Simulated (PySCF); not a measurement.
# One shape, several levels: InH2 (SMILES [InH2])

We compute a comparison of 4 runs (U-r2SCAN/ccECP-cc-pVDZ, UM06-2X/ccECP-cc-pVDZ, USVWN5/ccECP-cc-pVDZ, FCI/ccECP-cc-pVDZ) of InH2. 

The results are computed with PySCF 2.14.0.

4 further runs of the same task are left out: 4 set aside as unsound or not needed.

## 1. The system as given

The species is InH2 (3 atoms), meant as a doublet with charge 0. SMILES: `[InH2]`. The In1–H2 distance was set to 2.637 Å, away from the relaxed value. At this shape a bond of the SMILES string is far longer than usual.

Bond lengths: In1–H3 1.758 Å.

## 2. The energy at U-r2SCAN/ccECP-cc-pVDZ (core potential) (run 1)

Input file calc.py:

```python
from pyscf import gto, dft

molecule = gto.Mole()
molecule.atom = [
    ('In', (0.231255, -1.270770, -0.036094)),
    ('H', (0.691300, 1.265400, 0.521600)),
    ('H', (-1.240245, -1.750170, -0.870594)),
]
molecule.max_memory = 1860
molecule.spin = 1
molecule.charge = 0
molecule.ecp = {'In': 'ccecp', 'H': 'ccecp'}
molecule.verbose = 3
molecule.basis = 'ccecp-cc-pvdz'
molecule.build()

mf = dft.UKS(molecule, xc='r2scan')
mf.grids.level = 5
mf.conv_tol = 1e-10
mf.kernel()
if not mf.converged:
    mf = mf.newton().run(mf.mo_coeff, mf.mo_occ)

energy = mf.e_tot
print('Final energy', energy)
```

Launch:

```
$ OMP_NUM_THREADS=1 python calc.py
```

Output:

```text
WARN: HOMO -0.185610141585307 >= LUMO -0.185610141585308

converged SCF energy = -3.02657016260299  <S^2> = 0.82076791  2S+1 = 2.0695583
Final energy -3.0265701626029866
```

Run time: 5.1 s. Hardware: 1 thread of Arm Neoverse V1, shared host; peak memory 0.21 GiB.

## 3. A single-point energy at UM06-2X/ccECP-cc-pVDZ (core potential) (run 2)

Input file start.xyz:

```xyz
3

In     0.231255    -1.270770    -0.036094
H      0.691300     1.265400     0.521600
H     -1.240245    -1.750170    -0.870594
```

Input file input.py:

```python
from pyscf import gto, dft

molecule = gto.M(
    atom='start.xyz',
    max_memory=1860,
    basis='ccecp-cc-pvdz',
    verbose=4,
    ecp='ccecp',
    spin=1,
)

myscf = dft.UKS(molecule)
myscf.xc = 'm06-2x'
myscf.conv_tol = 1e-10
myscf.grids.level = 5
myscf.kernel()
if not myscf.converged:
    myscf = myscf.newton().run(myscf.mo_coeff, myscf.mo_occ)

etot = myscf.e_tot
print('Final energy', etot)
```

Launch:

```
$ OMP_NUM_THREADS=1 python input.py
```

Output:

```text
PySCF version 2.14.0

[INPUT] num. atoms = 3
[INPUT] num. electrons = 5
[INPUT] charge = 0
[INPUT] spin (= nelec alpha-beta = 2S) = 1
[INPUT] symmetry False subgroup None
[INPUT] Mole.unit = angstrom
[INPUT] Symbol           X                Y                Z      unit          X                Y                Z       unit  Magmom
[INPUT]  1 In     0.231255000000  -1.270770000000  -0.036094000000 AA    0.437008614936  -2.401407267314  -0.068207774740 Bohr   0.0
[INPUT]  2 H      0.691300000000   1.265400000000   0.521600000000 AA    1.306367669912   2.391259438025   0.985681146573 Bohr   0.0
[INPUT]  3 H     -1.240245000000  -1.750170000000  -0.870594000000 AA   -2.343723377361  -3.307341971430  -1.645184225690 Bohr   0.0

nuclear repulsion = 1.6425949916887
number of shells = 11
number of NR pGTOs = 73
number of NR cGTOs = 23
basis = ccecp-cc-pvdz
ecp = ccecp

[... 84 lines left out ...]
converged SCF energy = -3.00154725464111  <S^2> = 0.79708361  2S+1 = 2.0465421
Final energy -3.001547254641115
```

Run time: 5.4 s. Hardware: 1 thread of Arm Neoverse V1, shared host; peak memory 0.21 GiB.

Run 3 isn't shown in full; the table further down has it.

## 4. A single-point energy at FCI/ccECP-cc-pVDZ (core potential) (run 4)

Input file input.py:

```python
from pyscf import gto, mcscf

mol = gto.Mole()
mol.atom = '''
In   0.231255  -1.270770  -0.036094
H    0.691300   1.265400   0.521600
H   -1.240245  -1.750170  -0.870594
'''
mol.spin = 1
mol.max_memory = 1860
mol.ecp = 'ccecp'
mol.verbose = 4
mol.basis = 'ccecp-cc-pvdz'
mol.build()

hf = mol.ROHF()
hf.conv_tol = 1e-10
hf.kernel()
if not hf.converged:
    hf = hf.newton().run(hf.mo_coeff, hf.mo_occ)

cas = mcscf.CASCI(hf, hf.mo_coeff.shape[-1] - 0, (mol.nelec[0] - 0, mol.nelec[1] - 0))  # full CI above the frozen core
cas.fix_spin_(ss=0.75)
cas.kernel()
energy = cas.e_tot
print('E(%s) = %.9f' % ('FCI', energy))
```

Launch:

```
$ OMP_NUM_THREADS=1 python input.py
```

Output:

```text
PySCF version 2.14.0

[INPUT] num. atoms = 3
[INPUT] num. electrons = 5
[INPUT] charge = 0
[INPUT] spin (= nelec alpha-beta = 2S) = 1
[INPUT] symmetry False subgroup None
[INPUT] Mole.unit = angstrom
[INPUT] Symbol           X                Y                Z      unit          X                Y                Z       unit  Magmom
[INPUT]  1 In     0.231255000000  -1.270770000000  -0.036094000000 AA    0.437008614936  -2.401407267314  -0.068207774740 Bohr   0.0
[INPUT]  2 H      0.691300000000   1.265400000000   0.521600000000 AA    1.306367669912   2.391259438025   0.985681146573 Bohr   0.0
[INPUT]  3 H     -1.240245000000  -1.750170000000  -0.870594000000 AA   -2.343723377361  -3.307341971430  -1.645184225690 Bohr   0.0

nuclear repulsion = 1.6425949916887
number of shells = 11
number of NR pGTOs = 73
number of NR cGTOs = 23
basis = ccecp-cc-pvdz
ecp = ccecp

[... 58 lines left out ...]
SCF not converged.
SCF energy = -2.89108113807707
[... 45 lines left out ...]
converged SCF energy = -2.90634122276685
[... 1 line left out ...]
******** <class 'pyscf.mcscf.casci.CASCI'> ********
CAS (3e+2e, 23o), ncore = 0, nvir = 0
natorb = False
canonicalization = True
sorting_mo_energy = False
******** <class 'pyscf.fci.addons.SpinPenaltyFCISolver'> ********
max. cycles = 200
conv_tol = 1e-08
davidson only = True
linear dependence = 1e-12
level shift = 0.001
max iter space = 12
nroots = 1
pspace_size = 400
spin = None
Density matrix diagonal elements [1.94722782e+00 1.76883749e+00 1.04309209e+00 2.19595732e-02
 1.26158983e-01 9.87299904e-03 1.24176042e-02 1.00283896e-02
 6.84709890e-03 1.42472163e-02 4.88464978e-03 4.49260104e-03
 2.85202438e-03 5.40897663e-03 5.14768951e-03 4.58493705e-03
 6.80736702e-03 4.54309935e-04 5.28029787e-04 9.39724189e-04
 1.49677423e-03 9.75841148e-04 7.37809086e-04]
CASCI converged
CASCI E = -2.98499415602896  E(CI) = -4.62758914771766  S^2 = 0.7500000
E(FCI) = -2.984994156
```

Wall time 2.2 min (1 thread of Arm Neoverse V1, shared host); peak memory 0.22 GiB.

## 5. Overview of the runs

| run | level | integration grid | frozen core orbitals | energy (Eh) | dipole moment (D) of the reference | HOMO energy (eV) | LUMO energy (eV) | wall time |
| --- | --- | --- | --- | --- | --- | --- | --- | --- |
| 1 | U-r2SCAN/ccECP-cc-pVDZ (core potential) | 5 | – | -3.026570 | 1.83 | -5.30 | -3.28 | 5.1 s |
| 2 | UM06-2X/ccECP-cc-pVDZ (core potential) | 5 | – | -3.001547 | 1.56 | -6.51 | -2.37 | 5.4 s |
| 3 | USVWN5/ccECP-cc-pVDZ (core potential) | 5 | – | -2.987806 | 2.03 | -4.91 | -3.87 | 2.1 s |
| 4 | FCI/ccECP-cc-pVDZ (core potential) | – | 0 | -2.984994 | 0.91 | – | – | 2.2 min |

## 6. Summary of results

```
                                   quantity        value
                        run 4: total energy  -2.98499 Eh
run 4: dipole moment (Hartree–Fock density)       0.91 D
                  run 4: correlation energy    -78.7 mEh
```

**Reading.** Over runs 1, 2, 3 the dipole moment (its size) runs from 1.56 D (UM06-2X/ccECP-cc-pVDZ) to 2.03 D (USVWN5/ccECP-cc-pVDZ). Totals of different functionals can't be ranked against each other. All runs together took 2.4 min, the longest 2.2 min.
